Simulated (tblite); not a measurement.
# Ge20H12: the cost of one run

Computed with tblite 0.8.0 and PySCF 2.14.0 and routines of our own; the level stands in each step. Atoms count from 0.

### Step 1. The system as given

32 atoms, charge 0, multiplicity 1; geometry from: force field, distance geometry or constructed start.

### Step 2. Geometry optimisation with GFN2-xTB

Job settings and geometry (Å):

```
{"job": {"kind": "relax", "xc": "GFN2-xTB", "basis": "xTB"}, "charge": 0, "multiplicity": 1}
Ge    -1.755000     1.594900    -0.341600
Ge    -3.774500     2.760600     0.333100
Ge    -5.777400     1.594400    -0.339000
Ge    -5.783300    -0.721400     0.333800
Ge    -3.772300    -1.888200    -0.336600
Ge    -1.763200    -0.726300     0.337400
Ge     4.274200     5.082200    -0.343300
Ge     2.266200     6.244400     0.341500
Ge     0.254100     5.078400    -0.340400
Ge     0.248600     2.757200     0.341600
Ge     2.260700     1.595500    -0.342100
Ge     4.271600     2.756000     0.340000
Ge     4.270700    -1.886300    -0.335000
Ge     2.265000    -0.726400     0.337300
Ge     0.249200    -1.881900    -0.339800
Ge     0.249500    -4.208900     0.346300
Ge     2.263200    -5.368900    -0.339100
Ge     4.273000    -4.212900     0.339000
Ge    -3.771900    -4.207700     0.342500
Ge    -1.757100    -5.369900    -0.337300
H     -3.773600     4.230100    -0.088400
H     -7.055100     2.332400     0.089700
H     -7.050800    -1.455400    -0.083300
H      5.541500     5.810300     0.088400
H      2.263300     7.712700    -0.089000
H     -1.026300     5.813700     0.092400
H      5.546400     2.026100    -0.090600
H      5.545100    -1.152300     0.091100
H      2.263400    -6.838700     0.087900
H      5.546800    -4.943300    -0.086500
H     -5.039300    -4.943100    -0.091000
H     -1.761800    -6.837800     0.090100
```

Run with:

```sh
> OMP_NUM_THREADS=4 python large_run.py task.json out
```

One launch serves the whole session: the jobs run in the order shown.

**Question.** How long does this first job take on 4 threads of Arm Neoverse V1, shared host, and how much memory does it need?

About 7.6 s, with a peak of 0.17 GiB.
